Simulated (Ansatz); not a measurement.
# CBClFNO, SMILES O=C=NB(F)Cl: a single point from an input written key by key

Program: Ansatz 0.2.0, Python API.

Input file `cbclfno.yaml`:
```yaml
crystal:
  periodic: [false, false, false]
  atoms:
    - { symbol: O, position_ang: [-0.7162, -2.0837, 1.4543] }
    - { symbol: C, position_ang: [-0.6602, -1.2633, 0.4855] }
    - { symbol: "N", position_ang: [-0.5783, -0.4601, -0.5091] }
    - { symbol: B, position_ang: [0.4212, 0.7781, -0.4098] }
    - { symbol: F, position_ang: [1.092, 1.045, 0.7842] }
    - { symbol: Cl, position_ang: [0.4836, 1.92, -1.8512] }
basis:
  gaussian: { orbitals: def2-SVP }
correlation:
  method: mp2
output:
  forces: true
```

Run as a notebook:

**Cell 1**
```python
import ansatz as az
import numpy as np
import pandas as pd
```

**Cell 2**
```python
session = az.Session.from_deck("cbclfno.yaml")
summary = session.plan(threads=1).execute().report
```

**Cell 3**
```python
print(f"E = {summary['free_energy_ev']:.6f} eV = {summary['free_energy_ev'] / 27.211386246:.7f} Ha")
print("converged:", summary["converged"], " doubts:", summary["published_state_doubts"] or "none")
symbols = ["O", "C", "N", "B", "F", "Cl"]
print("correlation energy", round(summary["free_energy_ev"] - summary["reference_energy_ev"], 5), "eV")
cluster = summary["correlation"].get("coupled_cluster")
if cluster:
    print("cycles", cluster["cycles"], " T1 diagnostic", round(cluster["t1_diagnostic"], 4), " largest double", round(cluster["largest_double"], 4))
field = summary["mean_field"]
print("<S^2> =", round(abs(field["state"]["spin_squared"]), 4), " all-electron relativity setting:", field["relativity"])
print("passes:", field["passes"])
if "symmetry" in field:
    print("occupied orbitals by irrep:", field["symmetry"]["occupied"])
```
Output:
```text
E = -20446.365765 eV = -751.3900828 Ha
converged: True  doubts: none
correlation energy -23.81084 eV
<S^2> = 0.0  all-electron relativity setting: none
passes: {'evaluations': 13, 'products': 48}
occupied orbitals by irrep: [{'A': 26}, {'A': 26}]
```

**Cell 4**
```python
forces = np.array(summary["forces_ev_ang"])
print("largest force", round(float(np.linalg.norm(forces, axis=1).max()), 4), "eV/A, rms", round(float(np.sqrt((forces ** 2).mean())), 4))
charges = summary["charge_distribution"]
table = pd.DataFrame({"atom": symbols, "mulliken": charges["mulliken_charges_e"], "lowdin": charges["lowdin_charges_e"]})
print(table.round(3).to_string())
print("dipole (e A):", np.round(charges["dipole_moment_e_ang"], 4) + 0.0)
```
Output:
```text
largest force 7.7603 eV/A, rms 2.4854
  atom  mulliken  lowdin
0    O    -0.169   0.074
1    C     0.301  -0.058
2    N    -0.305  -0.006
3    B     0.473  -0.456
4    F    -0.175   0.167
5   Cl    -0.125   0.279
dipole (e A): [ 0.0589  0.0899 -0.0945]
```

Notes:
- Total energies depend on the basis set; only differences at equal settings carry meaning.
- The geometry is a force-field or estimated start, not a minimum of this method, and the basis set is short of its limit.
- The Löwdin charges here are taken after orthogonalising the functions within each atom; they differ from plain Löwdin charges, and their signs can be unphysical.
- Timing: 3.6 s on 1 thread of Intel(R) Xeon(R) Platinum 8488C (Sapphire Rapids) (shared host), peak memory 0.26 GiB.

(Lines on the test bed's own set-up are left out of the output.)
